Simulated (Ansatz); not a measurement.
# LiYTl2Cl6: a short molecular-dynamics run

What does LiYTl2Cl6 do over 60 steps of 0.5 fs under a Nosé-Hoover thermostat at 1200 K? The cell is a randomly packed cell of 10 atoms, taken as it stands, without a relaxation.

Method: DFT PBE, plane waves, PAW, scalar-relativistic, no spin polarisation, in Ansatz 0.2.0.

### 1 The system as given

The cell holds 10 atoms (Cl6LiTl2Y): a = 6.105 Å, b = 6.978 Å, c = 6.768 Å, α = 80.96°, β = 110.56°, γ = 87.72°.

As a file:

```cif
data_structure
_symmetry_space_group_name_H-M 'P 1'
_symmetry_Int_Tables_number 1
_cell_length_a 6.1051
_cell_length_b 6.9780
_cell_length_c 6.7681
_cell_angle_alpha 80.956
_cell_angle_beta 110.557
_cell_angle_gamma 87.718
_cell_volume 265.20
loop_
_atom_site_label
_atom_site_type_symbol
_atom_site_fract_x
_atom_site_fract_y
_atom_site_fract_z
_atom_site_occupancy
Y1 Y 0.22744 0.59976 0.50075 1
Cl1 Cl 0.69287 0.78353 0.43294 1
Cl2 Cl 0.44908 0.12510 0.20545 1
Cl3 Cl 0.98253 0.50673 0.90751 1
Cl4 Cl 0.25501 0.12443 0.50553 1
Cl5 Cl 0.62294 0.85861 0.78512 1
Cl6 Cl 0.79226 0.29766 0.56699 1
Li1 Li 0.88271 0.02118 0.15265 1
Tl1 Tl 0.59082 0.52348 0.10592 1
Tl2 Tl 0.17727 0.89289 0.88185 1
```

### 2 The run

File input.yaml:

```yaml
crystal:
  lattice:
    - [5.900633, 0.331853, -1.531168]
    - [-0.200346, 6.965281, -0.370153]
    - [-0.832008, 1.391165, 6.571156]
  atoms:
    - { symbol: "Y", position: [0.22744, 0.599755, 0.500748] }
    - { symbol: Cl, position: [0.692867, 0.783534, 0.432941] }
    - { symbol: Cl, position: [0.449078, 0.125098, 0.205451] }
    - { symbol: Cl, position: [0.982526, 0.506729, 0.907508] }
    - { symbol: Cl, position: [0.25501, 0.124434, 0.50553] }
    - { symbol: Cl, position: [0.622942, 0.858609, 0.785117] }
    - { symbol: Cl, position: [0.792256, 0.29766, 0.566992] }
    - { symbol: Li, position: [0.882709, 0.021185, 0.15265] }
    - { symbol: Tl, position: [0.590822, 0.523483, 0.105919] }
    - { symbol: Tl, position: [0.177265, 0.892894, 0.881848] }
kpoints:
  mp_grid: { grid: [3, 2, 3] }
magnetization:
  spin_polarized: false
scf:
  occupations: { method: gaussian, width: 0.1 }
hamiltonian:
  pseudopotentials: { kind: paw }
  xc: pbe
basis:
  ecutwfc: 420
md:
  timestep: 0.5
  n_steps: 60
  ensemble: nvt_nose_hoover
  temperature: 1200.0
  initial_velocities: maxwell_boltzmann
  seed: 414203
```

The run is started by

```sh
ansatz run input.yaml --threads 2 --pin off --max-ram 2560MiB --backend cpu --events-out ev --progress --plain --runs-dir out
```

Standard output (excerpt; [...] marks lines left out):

```text
Warning: md: disabling space-group detection — thermal motion breaks the input geometry's symmetry, so no spatial operation reduces the k-mesh or symmetrises the density; time reversal is kept, so that k and −k are solved as one point where they differ and the mesh holds both, and exact [...]
Warning: RAYON_NUM_THREADS=2 ignored (pool sized by the plan → 2); use --threads N
[...]
Pseudopotentials: kind: paw
Pseudopotential: Y, paw, valence charge 11, recommended cutoff 420 eV (normal), Y.paw.azcp
Pseudopotential: Cl, paw, valence charge 7, recommended cutoff 420 eV (normal), Cl.paw.azcp
Pseudopotential: Li, paw, valence charge 3, recommended cutoff 420 eV (normal), Li.paw.azcp
Pseudopotential: Tl, paw, valence charge 13, recommended cutoff 420 eV (normal), Tl.paw.azcp
Functional definition: PBE
[...]
Crystal: 10 atoms, lattice volume = 265.203 Å³
Basis set: ecut = 420 eV, 5183 PW (Γ), exchange–correlation on 90×96×96 points (8 copies of the dense FFT grid, shifted against one another)
Bands: 51, of which v1, the nominal top of the filled ones, is band 41 counted from 1 (40 counted from 0)
Symmetry: 1 space group operations
k-points: 10 of 18 (time reversal used)
[...]
SCF iter   1: F=—  HF=-33424.282841 eV  |F-HF|=—  |Δ(HF+E_count)|=         —  Δρ=4.76e-3  dr2=1.86e-1  ethr=1.77e-3  ⟨swp⟩=6.4  Hψ=2130  notcnv=0
[...]
md step     0: t =     0.00 fs  T =  1200.0 K  F+E_penalty+E_count = -33424.25599995 eV  E_kin = 1.396008 eV  conserved = -33422.85999196 eV  (11 SCF iters)
[...]
md step     1: t =     0.50 fs  T =  1189.2 K  F+E_penalty+E_count = -33424.24340439 eV  E_kin = 1.383411 eV  conserved = -33422.85999312 eV  (7 SCF iters)
[...]
SCF iter   8: F=-33424.232273 eV  HF=-33424.232273 eV  |F-HF|=6.55e-10  |Δ(HF+E_count)|=   3.05e-9  Δρ=4.32e-7  dr2=8.12e-10  ethr=1.22e-11  ⟨swp⟩=4.0  Hψ=1539  notcnv=0
```

### 3 The output, continued

The log, continued (excerpt; [...] marks lines left out):

```text
[...]
md step     2: t =     1.00 fs  T =  1179.6 K  F+E_penalty+E_count = -33424.23227328 eV  E_kin = 1.372280 eV  conserved = -33422.85999440 eV  (8 SCF iters)
[...]
md step    16: t =     8.00 fs  T =  1164.9 K  F+E_penalty+E_count = -33424.21489468 eV  E_kin = 1.355125 eV  conserved = -33422.86002168 eV  (2 SCF iters)
[...]
md step    30: t =    15.00 fs  T =  1319.4 K  F+E_penalty+E_count = -33424.39414885 eV  E_kin = 1.534867 eV  conserved = -33422.86004757 eV  (7 SCF iters)
[...]
md step    44: t =    22.00 fs  T =  1575.0 K  F+E_penalty+E_count = -33424.69272490 eV  E_kin = 1.832244 eV  conserved = -33422.86005358 eV  (2 SCF iters)
[...]
md step    58: t =    29.00 fs  T =  1913.4 K  F+E_penalty+E_count = -33425.09430833 eV  E_kin = 2.225963 eV  conserved = -33422.86002976 eV  (3 SCF iters)
[...]
md step    60: t =    30.00 fs  T =  1970.6 K  F+E_penalty+E_count = -33425.16304493 eV  E_kin = 2.292530 eV  conserved = -33422.86002538 eV  (7 SCF iters)
SCF converged after 7 iterations
Free energy (F): -33425.163045 eV
[...]
E sigma→0 (E₀):  -33425.163031 eV
Entropy (-TS):   -0.000027 eV (-0.003 meV/atom)
Fermi energy:    5.208013 eV
[...]
--- Forces (eV/Å), atoms counted from 1 ---
  atom   1  Y     -1.30803992    -1.29052178     1.20639174
  atom   2  Cl     1.47899710     2.33116926    -1.13831802
  atom   3  Cl     0.31896022    -0.73681251    -1.09605783
  atom   4  Cl     1.38560671    -0.51740181     1.77668811
  atom   5  Cl    -1.09278138     0.85042367    -0.36230950
  atom   6  Cl    -0.13967897     1.40162980     0.00765681
  atom   7  Cl     0.37110332    -1.74692517    -0.26281538
  atom   8  Li    -0.39750460     0.34575263     0.13864743
[...]
--- MD trajectory: 60 steps, t = 0.0 → 30.0 fs ---
  final state: T = 1970.6 K   F+E_penalty+E_count = -33425.16304493 eV   E_kin = 2.292530 eV
  conserved energy: peak-to-peak 6.290e-5 eV (6.290e-6 eV/atom) over 30.0 fs
```

Wall time 3.3 min (2 threads of Arm Neoverse V1, shared host); peak memory 0.65 GiB.

### 4 Frames and traces

The trajectory, every 5 steps (energies from step 0); msd is the mean square displacement from the start, the centre of mass held:

```
time (fs)  T (K)  potential energy change (meV/atom)  conserved energy change (meV/atom)  msd Cl (Å²)  msd Li (Å²)  msd Y (Å²)  msd Tl (Å²)
      0.0   1200                                 0.0                                0.00        0.000        0.000       0.000        0.000
      2.5   1158                                 4.9                                0.00        0.001        0.001       0.000        0.000
      5.0   1146                                 6.3                                0.00        0.002        0.003       0.000        0.000
      7.5   1159                                 4.7                                0.00        0.005        0.007       0.001        0.000
     10.0   1195                                 0.6                                0.00        0.009        0.010       0.002        0.001
     12.5   1250                                -5.7                                0.00        0.014        0.014       0.003        0.001
     15.0   1319                               -13.8                               -0.01        0.021        0.018       0.005        0.002
     17.5   1401                               -23.4                               -0.01        0.029        0.024       0.008        0.002
     20.0   1494                               -34.2                               -0.01        0.037        0.032       0.010        0.003
     22.5   1596                               -46.2                               -0.01        0.048        0.042       0.014        0.003
     25.0   1708                               -59.4                               -0.01        0.059        0.057       0.019        0.004
     27.5   1832                               -74.1                                0.00        0.072        0.077       0.024        0.005
     30.0   1971                               -90.7                                0.00        0.086        0.103       0.031        0.006
```

time (fs), T (K) and a bar:
```
      0.0       1200 ##
      1.5       1171 #
      2.5       1158 
      4.0       1147 
      5.0       1146 
      6.5       1151 
      8.0       1165 #
      9.0       1178 #
     10.5       1205 ##
     11.5       1226 ###
     13.0       1262 ####
     14.5       1304 ######
     15.5       1335 #######
     17.0       1384 #########
     18.5       1437 ###########
     19.5       1475 ############
     21.0       1534 ##############
     22.0       1575 ################
     23.5       1640 ##################
     25.0       1708 ####################
     26.0       1756 ######################
     27.5       1832 #########################
     28.5       1886 ###########################
     30.0       1971 ##############################
```

Pair distribution over the second half of the run:

```
r (Å)  g Cl–Cl  g Cl–Tl
 0.68     0.00     0.00
 0.84     0.00     0.00
 1.00     0.00     0.00
 1.16     0.00     0.00
 1.32     0.00     0.00
 1.48     0.00     0.00
 1.64     0.00     0.00
 1.80     0.00     0.00
 1.96     0.00     0.00
 2.12     0.00     0.00
 2.28     0.00     0.00
 2.44     0.00     0.00
 2.60     0.43     0.22
 2.76     2.84     2.46
```

### 5 Snapshots as a file

Extended XYZ, with forces in eV/Å:

```xyz
10
Lattice="5.901 0.332 -1.531 -0.200 6.965 -0.370 -0.832 1.391 6.571" Properties=species:S:1:pos:R:3:forces:R:3 pbc="T T T" time_fs=4.0 T=1147 dE=0.0611
Y     0.793    4.937    2.719   -0.115   -0.834    0.993
Cl    3.587    6.243    1.513    1.812   -1.399   -1.208
Cl    2.429    1.318    0.621    0.093    0.251   -2.553
Cl    4.908    5.117    4.251    1.286   -0.151    1.327
Cl    1.088    1.633    2.900   -2.085    1.007    0.256
Cl    2.874    7.265    3.910   -0.265    0.270    1.652
Cl    4.144    3.158    2.393   -0.049    0.154   -0.536
Li    5.124    0.660   -0.369   -0.658    0.504    0.138
Tl    3.290    4.004   -0.405    0.022   -0.809    0.169
Tl    0.139    7.502    5.191   -0.042    1.007   -0.238
10
Lattice="5.901 0.332 -1.531 -0.200 6.965 -0.370 -0.832 1.391 6.571" Properties=species:S:1:pos:R:3:forces:R:3 pbc="T T T" time_fs=7.5 T=1159 dE=0.0475
Y     0.782    4.925    2.718   -0.209   -0.864    1.021
Cl    3.608    6.196    1.526    1.655   -0.979   -1.294
Cl    2.408    1.330    0.617    0.185    0.048   -2.440
Cl    4.884    5.115    4.238    1.389   -0.210    1.438
Cl    1.105    1.618    2.913   -2.088    0.973    0.303
Cl    2.893    7.253    3.935   -0.271    0.434    1.515
Cl    4.145    3.187    2.384    0.004   -0.048   -0.593
Li    5.153    0.675   -0.377   -0.620    0.509    0.124
Tl    3.287    4.016   -0.406   -0.009   -0.864    0.144
Tl    0.143    7.501    5.189   -0.036    1.001   -0.220
10
Lattice="5.901 0.332 -1.531 -0.200 6.965 -0.370 -0.832 1.391 6.571" Properties=species:S:1:pos:R:3:forces:R:3 pbc="T T T" time_fs=11.0 T=1215 dE=-0.0169
Y     0.771    4.912    2.720   -0.327   -0.908    1.053
Cl    3.634    6.147    1.535    1.518   -0.510   -1.339
Cl    2.388    1.342    0.604    0.252   -0.140   -2.290
Cl    4.864    5.113    4.230    1.477   -0.273    1.544
Cl    1.116    1.607    2.928   -2.032    0.932    0.306
Cl    2.912    7.243    3.965   -0.280    0.601    1.323
Cl    4.146    3.216    2.372    0.060   -0.269   -0.624
Li    5.171    0.698   -0.383   -0.583    0.508    0.115
Tl    3.284    4.028   -0.408   -0.049   -0.933    0.114
Tl    0.148    7.500    5.186   -0.037    0.992   -0.202
10
Lattice="5.901 0.332 -1.531 -0.200 6.965 -0.370 -0.832 1.391 6.571" Properties=species:S:1:pos:R:3:forces:R:3 pbc="T T T" time_fs=15.0 T=1319 dE=-0.1381
Y     0.757    4.895    2.723   -0.493   -0.972    1.091
Cl    3.671    6.088    1.539    1.405    0.073   -1.348
Cl    2.365    1.355    0.580    0.295   -0.329   -2.080
Cl    4.848    5.109    4.227    1.551   -0.348    1.651
Cl    1.119    1.597    2.946   -1.905    0.886    0.254
Cl    2.932    7.233    4.005   -0.286    0.793    1.058
Cl    4.147    3.248    2.356    0.128   -0.550   -0.624
Li    5.180    0.736   -0.388   -0.542    0.498    0.110
Tl    3.280    4.041   -0.410   -0.105   -1.027    0.069
Tl    0.153    7.499    5.184   -0.048    0.976   -0.181
10
Lattice="5.901 0.332 -1.531 -0.200 6.965 -0.370 -0.832 1.391 6.571" Properties=species:S:1:pos:R:3:forces:R:3 pbc="T T T" time_fs=19.0 T=1456 dE=-0.2971
Y     0.743    4.877    2.728   -0.690   -1.047    1.131
Cl    3.713    6.030    1.537    1.348    0.689   -1.324
Cl    2.344    1.366    0.547    0.310   -0.484   -1.836
Cl    4.838    5.104    4.231    1.584   -0.417    1.733
Cl    1.115    1.591    2.965   -1.727    0.850    0.142
Cl    2.950    7.227    4.050   -0.280    0.980    0.770
Cl    4.149    3.278    2.337    0.202   -0.863   -0.581
Li    5.176    0.785   -0.390   -0.502    0.476    0.111
Tl    3.277    4.053   -0.412   -0.176   -1.136    0.012
Tl    0.158    7.500    5.181   -0.069    0.952   -0.158
10
Lattice="5.901 0.332 -1.531 -0.200 6.965 -0.370 -0.832 1.391 6.571" Properties=species:S:1:pos:R:3:forces:R:3 pbc="T T T" time_fs=22.5 T=1596 dE=-0.4617
Y     0.730    4.859    2.734   -0.882   -1.119    1.163
Cl    3.755    5.981    1.531    1.349    1.239   -1.283
Cl    2.326    1.375    0.512    0.309   -0.592   -1.604
Cl    4.835    5.097    4.241    1.571   -0.466    1.778
Cl    1.105    1.589    2.982   -1.541    0.833    0.004
Cl    2.966    7.226    4.091   -0.257    1.133    0.515
Cl    4.151    3.301    2.318    0.267   -1.156   -0.508
Li    5.164    0.836   -0.389   -0.468    0.446    0.116
Tl    3.274    4.062   -0.414   -0.250   -1.238   -0.046
Tl    0.162    7.501    5.179   -0.098    0.920   -0.135
10
Lattice="5.901 0.332 -1.531 -0.200 6.965 -0.370 -0.832 1.391 6.571" Properties=species:S:1:pos:R:3:forces:R:3 pbc="T T T" time_fs=26.0 T=1756 dE=-0.6510
Y     0.715    4.840    2.742   -1.085   -1.196    1.189
Cl    3.801    5.937    1.521    1.394    1.775   -1.225
Cl    2.310    1.381    0.471    0.308   -0.674   -1.365
Cl    4.838    5.090    4.257    1.512   -0.500    1.794
Cl    1.089    1.590    2.999   -1.338    0.832   -0.160
Cl    2.980    7.228    4.135   -0.214    1.271    0.269
Cl    4.154    3.320    2.298    0.324   -1.449   -0.406
Li    5.144    0.895   -0.387   -0.434    0.405    0.126
Tl    3.270    4.071   -0.415   -0.332   -1.339   -0.109
Tl    0.166    7.502    5.176   -0.134    0.876   -0.112
10
Lattice="5.901 0.332 -1.531 -0.200 6.965 -0.370 -0.832 1.391 6.571" Properties=species:S:1:pos:R:3:forces:R:3 pbc="T T T" time_fs=30.0 T=1971 dE=-0.9070
Y     0.697    4.816    2.752   -1.308   -1.291    1.206
Cl    3.860    5.894    1.504    1.479    2.331   -1.138
Cl    2.292    1.386    0.420    0.319   -0.737   -1.096
Cl    4.846    5.079    4.282    1.386   -0.517    1.777
Cl    1.067    1.594    3.018   -1.093    0.850   -0.362
Cl    2.996    7.235    4.186   -0.140    1.402    0.008
Cl    4.159    3.336    2.273    0.371   -1.747   -0.263
Li    5.112    0.971   -0.382   -0.398    0.346    0.139
Tl    3.266    4.081   -0.417   -0.433   -1.445   -0.184
Tl    0.171    7.504    5.173   -0.183    0.808   -0.086
```

### 6 Outcome

| quantity | value |
| --- | --- |
| length | 60 steps of 0.5 fs |
| temperature, first and last step | 1200 and 1971 K |
| temperature, second half | mean 1613 K, from 1319 to 1971 K |
| potential energy, second half | -48 meV/atom from the start |
| largest change of the conserved energy | 0.01 meV/atom |
| mean square displacement, second half | Cl 0.050, Li 0.049, Y 0.015, Tl 0.003 Å² |

Against a set 1200 K the second half averages 1613 K, going from 1319 to 1971 K over that half; the potential energy of that half lies 48 meV/atom under the start, so the atoms have moved to lower-lying arrangements, and the energy set free heats the cell. The conserved energy strays from its start by at most 0.01 meV/atom, under 0.1 % of the mean kinetic energy, so a step of 0.5 fs is short enough over this time. Over the second half Cl atoms stand 0.2 Å (root mean square) from where they began, and the farthest move is 0.5 Å. 30 fs on 10 atoms is far too short and small for converged averages. The k-mesh is coarse.
